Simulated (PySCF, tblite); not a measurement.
# C₇H₁₆P₂: infrared bands and NMR shifts

Aim: predict the infrared bands and NMR shifts of C₇H₁₆P₂ (`PCP1CCCCCC1`).

Computed with tblite 0.8.0 and PySCF 2.14.0, with density-fitted response routines of our own, on a single molecule in the gas phase. Atoms count from 0, in the outputs and in this text.

## Step 1: Starting geometry

25 atoms, charge 0, multiplicity 1; geometry from: GFN2-xTB.

Bonds of the start (Å): P0–C1 1.86, C1–P2 1.87, P2–C3 1.86, C3–C4 1.53, C4–C5 1.53, C5–C6 1.53, C6–C7 1.53, C7–C8 1.53, C8–P2 1.86, P0–H9 1.39, P0–H10 1.40, C1–H11 1.10, C1–H12 1.10, C3–H13 1.09, C3–H14 1.09, C4–H15 1.09, C4–H16 1.09, C5–H17 1.09, C5–H18 1.09, C6–H19 1.09, C6–H20 1.09, C7–H21 1.09, C7–H22 1.09, C8–H23 1.10, C8–H24 1.10.

## Step 2: Harmonic vibrations with GFN2-xTB

The job: settings as JSON, then the geometry in Å.

```
{"job": {"kind": "ir", "xc": "GFN2-xTB", "basis": "xTB"}, "charge": 0, "multiplicity": 1}
P      3.957450     0.422355     0.361417
C      2.511154    -0.730127     0.176082
P      0.887863     0.021666     0.711885
C      0.448391     0.805783    -0.918757
C     -0.800980     1.679872    -0.826058
C     -1.864181     1.111228     0.112276
C     -2.274037    -0.334853    -0.191767
C     -1.613695    -1.350400     0.742049
C     -0.116801    -1.535573     0.515799
H      3.649171     0.811200     1.663320
H      3.330432     1.554508    -0.160913
H      2.468711    -1.083117    -0.860200
H      2.719719    -1.595542     0.814409
H      1.297260     1.412922    -1.246930
H      0.311290     0.005777    -1.653485
H     -1.223151     1.808324    -1.826762
H     -0.523593     2.670372    -0.458042
H     -1.483320     1.163308     1.137193
H     -2.740767     1.760746     0.060453
H     -2.041961    -0.581104    -1.229581
H     -3.355508    -0.432442    -0.072008
H     -2.100700    -2.321314     0.608976
H     -1.784872    -1.038422     1.775328
H      0.068174    -1.952392    -0.480778
H      0.263017    -2.248627     1.255227
```

**Question.** This job is followed by: GIAO PBE0/pcSseg-1 NMR shielding, non-relativistic, gas phase. What will the session give for the following? strongest single infrared mode (GFN2-xTB); zero-point energy (GFN2-xTB); ¹³C shifts against TMS (PBE0/pcSseg-1, means over atoms taken as alike); ¹H shifts against TMS (PBE0/pcSseg-1, means over atoms taken as alike); ³¹P shifts against H3PO4 (PBE0/pcSseg-1).

As calculated:

| quantity | value |
| --- | --- |
| strongest single infrared mode (GFN2-xTB) | 2327 cm⁻¹, 147 km/mol |
| zero-point energy (GFN2-xTB) | 133.5 kcal/mol |
| ¹³C shifts against TMS (PBE0/pcSseg-1, means over atoms taken as alike) | 39.6, 31.2, 30.3, 17.9 ppm |
| ¹H shifts against TMS (PBE0/pcSseg-1, means over atoms taken as alike) | 2.64, 1.78, 1.64, 1.62, 0.92 ppm |
| ³¹P shifts against H3PO4 (PBE0/pcSseg-1) | -41.3, -171.3 ppm |

In words: All 69 modes are real, so the xTB geometry is a minimum. The strongest single mode, at 2327 cm⁻¹, moves mainly H9. GFN2-xTB is a fitted tight-binding method: band positions and strengths are rough. Its intensities can rank the bands wrongly. At PBE0/pcSseg-1: The widest tensor belongs to P0: span 165 ppm, with a paramagnetic part of -475 ppm.
